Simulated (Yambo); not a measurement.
# NiO (Fm-3m) in Yambo: a series of runs, part 3 of 3

Yambo 5.3.0. The steps go on from the part before.

## 5. Optical spectrum, LDA, collinear spin, ferromagnetic start

optics7.in reads:

```
optics
chi
Chimod= "HARTREE"
% BndsRnXd
 1 | 27 |
%
NGsBlkXd= 3 Ry
% LongDrXd
 1 | 1 | 0 |
%
% QpntsRXd
 1 | 1 |
%
% EnRngeXd
 0 | 20 | eV
%
% DmRngeXd
 0.3 | 0.3 | eV
%
ETStpsXd= 150
```

scf.in reads:

```
&CONTROL
  calculation = 'scf'
  prefix = 'pwscf'
  outdir = './tmp'
  pseudo_dir = './pseudo'
/
&SYSTEM
  ibrav = 0
  A = 2.94991039
  nat = 2
  ntyp = 2
  ecutwfc = 98
  nbnd = 22
  occupations = 'smearing'
  smearing = 'fd'
  degauss = 0.00367493
  nspin = 2
  starting_magnetization(1) = 0.0556
  starting_magnetization(2) = 0
  force_symmorphic = .true.
/
&ELECTRONS
  conv_thr = 4d-10
  electron_maxstep = 120
  mixing_beta = 0.3
/
ATOMIC_SPECIES
Ni    58.6934 Ni.upf
O     15.9990 O.upf
CELL_PARAMETERS alat
   0.0000000000    0.7071067814    0.7071067814
   0.7071067814    0.0000000000    0.7071067814
   0.7071067814    0.7071067814    0.0000000000
ATOMIC_POSITIONS alat
Ni     0.0000000000    0.0000000000    0.0000000000
O      0.7071067814    0.7071067814    0.7071067814
K_POINTS automatic
12 12 12 0 0 0
```

nscf.in reads:

```
&CONTROL
  calculation = 'nscf'
  prefix = 'pwscf'
  outdir = './tmp'
  pseudo_dir = './pseudo'
/
&SYSTEM
  ibrav = 0
  A = 2.94991039
  nat = 2
  ntyp = 2
  ecutwfc = 98
  nbnd = 132
  occupations = 'smearing'
  smearing = 'fd'
  degauss = 0.00367493
  nspin = 2
  starting_magnetization(1) = 0.0556
  starting_magnetization(2) = 0
  force_symmorphic = .true.
/
&ELECTRONS
  conv_thr = 1d-08
  diago_full_acc = .true.
  diago_thr_init = 1d-06
/
ATOMIC_SPECIES
Ni    58.6934 Ni.upf
O     15.9990 O.upf
CELL_PARAMETERS alat
   0.0000000000    0.7071067814    0.7071067814
   0.7071067814    0.0000000000    0.7071067814
   0.7071067814    0.7071067814    0.0000000000
ATOMIC_POSITIONS alat
Ni     0.0000000000    0.0000000000    0.0000000000
O      0.7071067814    0.7071067814    0.7071067814
K_POINTS automatic
4 4 4 0 0 0
```

Potentials or basis: PseudoDojo 0.4.1 SR LDA standard.

Started as:

```
$ OMP_NUM_THREADS=1 pw.x -in scf.in > scf.out
$ OMP_NUM_THREADS=1 pw.x -in nscf.in > nscf.out
$ cd tmp/pwscf.save; p2y; mv SAVE ../..; cd ../..
$ OMP_NUM_THREADS=1 yambo
$ OMP_NUM_THREADS=1 yambo -F optics7.in -J optics7 -C optics7_out
```

Yambo's report:

```text
[... sections 02.01 to 02.04 as in the set-up run ...]

  [02.05] Energies & Occupations
  ==============================

  [WARNING] Merged spin levels are metallic
  [X] === Spin Independent ===
  [X] Electronic Temperature                        :  0.258606E-1   300.100    [eV K]
  [X] Bosonic    Temperature                        :  0.258606E-1   300.100    [eV K]
  [X] Finite Temperature mode                       : yes
  [X] El. density                                   :  0.13222E+25 [cm-3]
  [X] Fermi Level                                   :  14.11002 [eV]

  [X] === Spin up channel ===
  [X] Conduction Band Min                  [spin UP]:  14.11002 [eV]
  [X] Valence Band Max                     [spin UP]:  14.11002 [eV]
  [X] Filled Bands                         [spin UP]:  11
  [X] Metallic Bands                       [spin UP]:  12  13
  [X] Empty Bands                          [spin UP]:   14  132

  [X] === Spin dn channel ===
  [X] Conduction Band Min                  [spin DN]:  14.11002 [eV]
  [X] Valence Band Max                     [spin DN]:  14.11002 [eV]
  [X] Filled Bands                         [spin DN]:  11
  [X] Metallic Bands                       [spin DN]:  12  13
  [X] Empty Bands                          [spin DN]:   14  132

  [X] === Metallic Characters ===
  [X] N of el / N of met el                [spin UP]:  12.00000   1.41855
  [X] Average metallic occ.                [spin UP]:  0.354636
  [X] N of el / N of met el                [spin DN]:  12.00000   2.36598
  [X] Average metallic occ.                [spin DN]:  0.591495

  [WARNING] [X] Metallic system

  [WARNING] Merged spin levels are metallic

 [03] Transferred momenta grid and indexing
 ==========================================

 IBZ Q-points                                      :   8
 BZ  Q-points                                      :   64

 K/Q-points units:
 rlu = crystal or reduced units; cc = cartesian coordinates; iku = interal k-units

 Q [1]          [rlu]:  0.000000  0.000000  0.000000
 Q [2]          [rlu]:  0.29686E-16  0.19304E-17  0.25000
 Q [3]          [rlu]: -0.43836E-17 -0.43836E-17 -0.50000
 Q [4]          [rlu]:  0.37611E-18  0.25000      0.25000
 Q [5]          [rlu]:  0.19304E-17  0.25000      0.50000
 Q [6]          [rlu]: -0.43836E-17  0.25000     -0.25000
 Q [7]          [rlu]: -0.75222E-18 -0.50000     -0.50000
 Q [8]          [rlu]:  0.250000 -0.500000 -0.250000

 [WARNING] [Xd] User bands 1-27 break level degeneracy

 [04] Dipoles
 ============

  [04.01] Setup: observables and procedures
  =========================================

  [WF-Oscillators/G space/Transverse up loader] Normalization (few states)  min/max  :  0.13664E-16   1.0000

  [WR./optics7//ndb.dipoles]------------------------------------------------------
   Brillouin Zone Q/K grids (IBZ/BZ)                :    8   64    8   64
   RL vectors                                       :  2637 [WF]
   Fragmentation                                    : yes
   Electronic Temperature                           :  300.1000 [K]
   Bosonic    Temperature                           :  300.1000 [K]
   DIP band range                                   :   1  27
   DIP band range limits                            :  13  12
   DIP e/h energy range                             : -1.000000 -1.000000 [eV]
   RL vectors in the sum                            :  2637
   [r,Vnl] included                                 : yes
   Bands ordered                                    : yes
   Direct v evaluation                              : no
   Approach used                                    : G-space v
   Dipoles computed                                 : R V P [G-space]
   Wavefunctions                                    : Slater exchange(X)+Perdew & Wang(C)

  [WARNING] [r,Vnl^pseudo] included in position and velocity dipoles.

  [WARNING] In case H contains other non local terms, these are neglected

 [05] Optics
 ===========

 [X-CG] R(p) Tot o/o(of R):   1942  24812    100

 [WARNING] The system is a metal but Drude term not included.
```

Run time: 2 min. Hardware: 1 thread of Intel Xeon Platinum 8488C (Sapphire Rapids), shared host; peak memory 0.29 GiB.

What came out:

```yaml
Band_gap_on_the_k_mesh_mean-field_level: none (metal or under the smearing width)
Net_moment: 0.49 μB per cell
```

Dielectric function (along the field direction of the input):
```
energy (eV)  real part  imaginary part
       0.27      24.96           89.71
       0.94      -3.62           19.90
       1.61      -3.94            8.75
       2.28      -1.27            2.65
       2.95       1.30            1.12
       3.62       3.24            1.39
       4.30       3.52            2.06
       4.97       2.72            3.05
       5.64       3.09            2.33
       6.31       1.94            3.18
       6.98       2.26            1.56
       7.65       2.37            3.10
       8.32       1.96            1.98
       8.99       2.34            2.23
       9.66       2.22            2.12
      10.47       2.93            2.53
      11.14       2.28            2.60
      11.81       2.39            3.59
      12.48       1.03            4.33
      13.15       0.49            2.42
      13.83       0.20            1.75
      14.50       1.38            1.31
      15.17       1.31            1.60
      15.84       1.52            1.82
      16.51       1.68            3.29
      17.18      -0.36            3.24
      17.85      -0.73            2.31
      18.52      -0.71            1.21
      19.19       0.22            0.83
      20.00       0.14            0.78
```

Caveat: the k mesh is coarse (spacing up to 0.65 Å⁻¹), so the values aren't converged; the intraband (Drude) term of the metal is left out; the ground state has no gap, which makes the many-body step unreliable; spectra need much finer meshes, so this one isn't converged; these spectra lack excitons; a cell with one magnetic atom can't hold antiferromagnetic order, which such compounds often take; semilocal functionals often make such compounds metallic where correlation or magnetic order opens a gap, which also shifts bond lengths. With open d or f shells a metallic result of LDA can be an artefact of self-interaction; +U or a hybrid may open a gap.

## 6. The runs side by side

```csv
task,random integration of the Coulomb term,direction of the field or of q to 0,broadening,states corrected,frequency dependence of W,gap on the mesh (eV),moment (μB)
G0W0 quasiparticle levels,yes,x + y + z,0.1 eV,Γ and the k points of the band edges,plasmon pole,none,0.49
Hartree-Fock levels,yes,-,-,all k points,-,none,0.49
optical spectrum,-,x + y,0.1 eV,-,-,none,0.49
optical spectrum,-,x + y,0.3 eV,-,-,none,0.49
```

Alike in all rows: level LDA; potentials or basis PseudoDojo 0.4.1 SR LDA standard; spin collinear, ferromagnetic start; cell as given; k mesh 4 × 4 × 4; cutoff (eV) 1333; smearing fermi-dirac 0.05 eV; the mesh is coarse, so values aren't converged.

Caveats: all runs use coarse meshes; the ground state has no gap, which makes the many-body step unreliable; a cell with one magnetic atom can't hold antiferromagnetic order, which such compounds often take; semilocal functionals often make such compounds metallic where correlation or magnetic order opens a gap, which also shifts bond lengths; the intraband (Drude) term of the metal is left out (some runs); spectra need much finer meshes, so this one isn't converged (some runs); the plasmon-pole model is rough for a metal (some runs); this version prints the column dSc/dw multiplied by 27.2 (some runs).

Absolute energies hang on the potentials; compare differences alone.
